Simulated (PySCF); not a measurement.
**AsNH: relaxation and vibrations of the doublet**

Where does doublet AsNH go from a linear start, is the end point a minimum, and what are its modes, charges and moments?

The runs use PySCF 2.14.0; PBE0, basis As def2-TZVP, N def2-TZVP, H def2-TZVP, no relativity, density fitting.

## Step 1: The system as given

3 atoms, charge 0, spin multiplicity 2.

Bond lengths: As1–N2 1.740 Å, As1–H3 1.530 Å. Angles: N2–As1–H3 180.0°.

Z-matrix (Å, degrees; charge 0 multiplicity 2):
```
As
N  1 1.7400
H  1 1.5300 2 180.00
```

## Step 2: First SCF at the start

One driver script runs all steps and calls PySCF; scf.py shows how it sets up the SCF of each step. The optimiser is the driver's own. After this first run the driver tries any further starts and a stability analysis.

Contents of scf.py:

```python
from pyscf import gto, scf, dft
mol = gto.M(atom='''
As     0.000000     0.000000     0.000000
N      0.000000     0.000000    -1.740000
H      0.000000     0.000000     1.530000''',
    basis={'As': 'def2-TZVP', 'N': 'def2-TZVP', 'H': 'def2-TZVP'},
    charge=0, spin=1)
mf = dft.UKS(mol, xc='PBE0')
mf.grids.atom_grid = (50, 194)
aux = {'As': 'def2-universal-JKFIT', 'N': 'def2-universal-JKFIT', 'H': 'def2-universal-JKFIT'}
mf = mf.density_fit(auxbasis=aux)
mf.conv_tol = 1e-08
mf.diis_space = 10
mf.max_cycle = 60
mf.init_guess = 'minao'
mf.verbose = 4
mf.kernel()
```

The run is started by

```bash
$ OMP_NUM_THREADS=2 python axn.py task.json out
```

What it wrote:

```text
init E= -2289.99476857277
[... the frontier-level lines of each cycle are left out ...]
cycle= 1 E= -2290.61957483697  delta_E= -0.625  |g|= 0.45  |ddm|= 1.31
cycle= 2 E= -2289.52724527838  delta_E= 1.09  |g|= 1.36  |ddm|= 1.22
cycle= 3 E= -2290.66752221703  delta_E= -1.14  |g|= 0.284  |ddm|= 1.14
cycle= 4 E= -2290.70648392498  delta_E= -0.039  |g|= 0.0248  |ddm|= 0.171
cycle= 5 E= -2290.70672209765  delta_E= -0.000238  |g|= 0.0149  |ddm|= 0.0275
cycle= 6 E= -2290.70685511998  delta_E= -0.000133  |g|= 0.00715  |ddm|= 0.0107
cycle= 7 E= -2290.70689886809  delta_E= -4.37e-05  |g|= 0.00233  |ddm|= 0.00893
cycle= 8 E= -2290.70691349383  delta_E= -1.46e-05  |g|= 0.0011  |ddm|= 0.00611
cycle= 9 E= -2290.70692304968  delta_E= -9.56e-06  |g|= 0.00093  |ddm|= 0.00524
cycle= 10 E= -2290.70693270397  delta_E= -9.65e-06  |g|= 0.000904  |ddm|= 0.00551
cycle= 11 E= -2290.70694449715  delta_E= -1.18e-05  |g|= 0.000878  |ddm|= 0.00677
cycle= 12 E= -2290.70699514905  delta_E= -5.07e-05  |g|= 0.000734  |ddm|= 0.0323
cycle= 13 E= -2290.70704848247  delta_E= -5.33e-05  |g|= 0.00134  |ddm|= 0.0645
cycle= 14 E= -2290.70704690399  delta_E= 1.58e-06  |g|= 0.000594  |ddm|= 0.0105
cycle= 15 E= -2290.70704996507  delta_E= -3.06e-06  |g|= 7.69e-05  |ddm|= 0.0144
cycle= 16 E= -2290.70704991346  delta_E= 5.16e-08  |g|= 9.46e-05  |ddm|= 0.00225
cycle= 17 E= -2290.70704997399  delta_E= -6.05e-08  |g|= 7.49e-06  |ddm|= 0.00199
cycle= 18 E= -2290.70704997343  delta_E= 5.65e-10  |g|= 1.12e-05  |ddm|= 0.000333
Extra cycle  E= -2290.70704997256  delta_E= 8.67e-10  |g|= 4.38e-05  |ddm|= 3.67e-05
converged SCF energy = -2290.70704997256  <S^2> = 0.79646427  2S+1 = 2.0459367
```

This step, with its further starts and checks, took 4.9 s on 2 threads of Arm Neoverse V1, shared host.

No lower solution of this spin turned up in the test of internal stability.

## Step 3: Relaxing the doublet from the linear start

The program finds C∞v symmetry in the start, which this walk keeps. The walk stops when the largest gradient is under 0.0003 Eh/bohr and the energy has settled too.

Changes to scf.py since step 2:

```diff
@@ -3,3 +3,3 @@
-As     0.000000     0.000000     0.000000
-N      0.000000     0.000000    -1.740000
-H      0.000000     0.000000     1.530000''',
+As     0.000000     0.000000     0.253783
+N      0.000000     0.000000    -1.486217
+H      0.000000     0.000000     1.783783''',
@@ -15 +14,0 @@
-mf.init_guess = 'minao'
```

The optimiser's trace:

```
step   energy (Eh)  change (kJ/mol)  largest symmetric gradient (Eh/bohr)
   0  -2290.707050             0.00                               0.05351
   1  -2290.712056           -13.14                               0.02161
   2  -2290.712376           -13.98                               0.00356
   3  -2290.712397           -14.04                               0.00024
   4  -2290.712397           -14.04                               0.00001
```

The walk took 8.3 s.

After 4 steps and 14.0 kJ/mol it ends at C∞v: As–H 1.487 Å, As–N 1.655 Å; H–As–N 180.0°.

## Step 4: Hessian and properties

The point is checked on the finer grid, and tightened if its gradient asks for it. The Hessian and the dipole derivatives come from central differences of analytic gradients, with steps of 0.02 bohr.

Changes to scf.py since step 3:

```diff
@@ -3,3 +3,3 @@
-As     0.000000     0.000000     0.253783
-N      0.000000     0.000000    -1.486217
-H      0.000000     0.000000     1.783783''',
+As     0.000000     0.000000     0.241043
+N     -0.000000    -0.000000    -1.414003
+H      0.000000    -0.000000     1.727545''',
@@ -9 +9 @@
-mf.grids.atom_grid = (50, 194)
+mf.grids.atom_grid = (75, 302)
@@ -12 +12 @@
-mf.conv_tol = 1e-08
+mf.conv_tol = 1e-10
```

This SCF starts from the last density.

Log of the central SCF (cycles and frontier levels):

```text
init E= -2290.71236381661
[... the frontier-level lines of each cycle are left out ...]
cycle= 1 E= -2290.71236381657  delta_E= 4.09e-11  |g|= 8.76e-06  |ddm|= 6.7e-06
Extra cycle  E= -2290.71236381603  delta_E= 5.44e-10  |g|= 3.39e-05  |ddm|= 2.58e-05
converged SCF energy = -2290.71236381603  <S^2> = 0.7586783  2S+1 = 2.0086595
```

The whole step took 3 min.

Geometry: C∞v; As–H 1.487 Å, As–N 1.655 Å; H–As–N 180.0°.

Wavenumbers (cm⁻¹): 2953i, 2950i, 995, 2326. These are not to be trusted: the point is only loosely found or the SCF state changes between the displacements.

## Step 5: Leaving the saddle point

The atoms are moved a little along the softest imaginary mode and relaxed again.

The program finds Cs symmetry in the start, which this walk keeps.

Changes to scf.py since step 4:

```diff
@@ -3,3 +3,3 @@
-As     0.000000     0.000000     0.241043
-N     -0.000000    -0.000000    -1.414003
-H      0.000000    -0.000000     1.727545''',
+As    -0.002163     0.002170     0.241043
+N      0.005477    -0.005493    -1.414003
+H      0.084724    -0.084982     1.727545''',
@@ -9 +9 @@
-mf.grids.atom_grid = (75, 302)
+mf.grids.atom_grid = (50, 194)
@@ -12 +12 @@
-mf.conv_tol = 1e-10
+mf.conv_tol = 1e-08
```

Steps of the walk:

```
step   energy (Eh)  change (kJ/mol)  largest symmetric gradient (Eh/bohr)
   0  -2290.719033             0.00                               0.04975
   1  -2290.757732          -101.60                               0.03516
   2  -2290.783620          -169.57                               0.03684
   3  -2290.790976          -188.89                               0.03296
   4  -2290.800066          -212.75                               0.03114
   5  -2290.804220          -223.66                               0.01144
   6  -2290.805045          -225.82                               0.01037
   7  -2290.805330          -226.57                               0.00280
   8  -2290.805349          -226.62                               0.00059
   9  -2290.805350          -226.63                               0.00001
```

The walk took 20 s.

Positions (Å) and forces (eV/Å) along the way:

```
step 0
As  -0.002   0.002   0.241  -2.554   2.555  -1.590
N    0.005  -0.005  -1.414   1.173  -1.173   0.316
H    0.085  -0.085   1.728   1.381  -1.382   1.274
step 1
As  -0.151   0.152   0.231  -1.802   1.808  -1.335
N    0.076  -0.076  -1.413   0.766  -0.769   1.376
H    0.164  -0.164   1.737   1.036  -1.039  -0.041
step 5
As  -0.501   0.503   0.254   0.586  -0.588   0.430
N    0.265  -0.266  -1.063  -0.118   0.119   0.111
H    0.324  -0.325   1.363  -0.468   0.469  -0.541
step 9
As  -0.481   0.482   0.273   0.000   0.000  -0.001
N    0.263  -0.263  -1.064   0.000   0.000   0.001
H    0.306  -0.307   1.346   0.000   0.000   0.000
```

End point (Cs, 9 steps, 226.6 kJ/mol gained): As–H 1.547 Å, As–N 1.703 Å; H–As–N 95.7°.

## Step 6: Vibrations and properties at this point

As before: finer grid, then central differences.

Changes to scf.py since step 5:

```diff
@@ -3,3 +3,3 @@
-As    -0.002163     0.002170     0.241043
-N      0.005477    -0.005493    -1.414003
-H      0.084724    -0.084982     1.727545''',
+As    -0.124616     0.124995     0.196292
+N      0.619038    -0.620922    -1.141526
+H      0.662775    -0.664793     1.268398''',
@@ -9 +9 @@
-mf.grids.atom_grid = (50, 194)
+mf.grids.atom_grid = (75, 302)
@@ -12 +12 @@
-mf.conv_tol = 1e-08
+mf.conv_tol = 1e-10
```

SCF at the final geometry:

```text
init E= -2290.80532135607
[... the frontier-level lines of each cycle are left out ...]
cycle= 1 E= -2290.80532135606  delta_E= 1e-11  |g|= 9.12e-07  |ddm|= 1.13e-06
Extra cycle  E= -2290.80532135607  delta_E= -1.18e-11  |g|= 2.42e-06  |ddm|= 2.29e-06
converged SCF energy = -2290.80532135607  <S^2> = 0.83246089  2S+1 = 2.0808276
```

The whole step took 38 s on 2 threads of Arm Neoverse V1, shared host.

Geometry: Cs; As–H 1.547 Å, As–N 1.703 Å; H–As–N 95.7°.

Harmonic modes (main isotopes):

```csv
symmetry,ω (cm⁻¹),IR (km/mol),type
a',660,21.1,bend
a',856,3.7,stretch
a',2053,82.8,stretch
```

All wavenumbers are real: a minimum.

Properties at this point:

| Item | Value |
| --- | --- |
| Dipole moment | 2.46 D |
| Highest occupied level | -7.81 eV |
| Lowest empty level | -2.92 eV |
| Rotational constants | 7.177, 0.4901, 0.4588 cm⁻¹ |
| Zero-point energy | 21.3 kJ/mol |
| Principal polarisabilities | 24.1, 32.1, 44.6 bohr³ |
| Atomisation energy without zero-point energy | 581 kJ/mol |
| Principal traceless quadrupole moments about the centre of mass | -4.69, 2.21, 2.47 D Å |
| Entropy at 298.15 K and 1 bar (electronic part: spin only) | 254.7 J/(mol K) |
| Heat capacity Cp at 298.15 K | 39.5 J/(mol K) |
| Enthalpy at 298.15 K above 0 K | 10.43 kJ/mol |
| Rotational symmetry number | 1 |
| Spin squared ⟨S²⟩ | 0.832 |

Populations by atom (charges in e):

```json
{"atom": "As1", "Mulliken": "0.21", "Löwdin": "0.35", "polar tensor": "0.24", "spin (Mulliken)": "-0.32", "Mayer order to As1": "–"}
{"atom": "N2", "Mulliken": "-0.28", "Löwdin": "-0.33", "polar tensor": "-0.17", "spin (Mulliken)": "1.17", "Mayer order to As1": "2.01"}
{"atom": "H3", "Mulliken": "0.07", "Löwdin": "-0.02", "polar tensor": "-0.08", "spin (Mulliken)": "0.15", "Mayer order to As1": "0.90"}
```

Mulliken populations on As1: s 7.83, p 14.78, d 10.16, f 0.02.

## Step 7: Summary of results

| quantity | value |
| --- | --- |
| minimum | doublet, Cs |
| geometry | As–H 1.547 Å, As–N 1.703 Å; H–As–N 95.7° |
| wavenumbers (cm⁻¹) | 660 (a'), 856 (a'), 2053 (a') |
| dipole moment | 2.46 D |
| highest occupied, lowest empty level (either spin) | -7.81, -2.92 eV |
| polar-tensor charge of As1 | +0.24 e |
| zero-point energy | 21.3 kJ/mol |
| entropy at 298.15 K | 254.7 J/(mol K) |
| atomisation energy (no zero-point energy) | 581 kJ/mol |
| ⟨S²⟩ | 0.832 |

In words: From C∞v at the start the molecule goes to a Cs minimum. The strongest infrared band lies at 2053 cm⁻¹ (a', stretch). Most of the spin sits on N2 (Mulliken spin 1.17, against 1 for the whole molecule). Other starts or spin states, not run here, may lie lower.

The search up to here took 4.2 min.
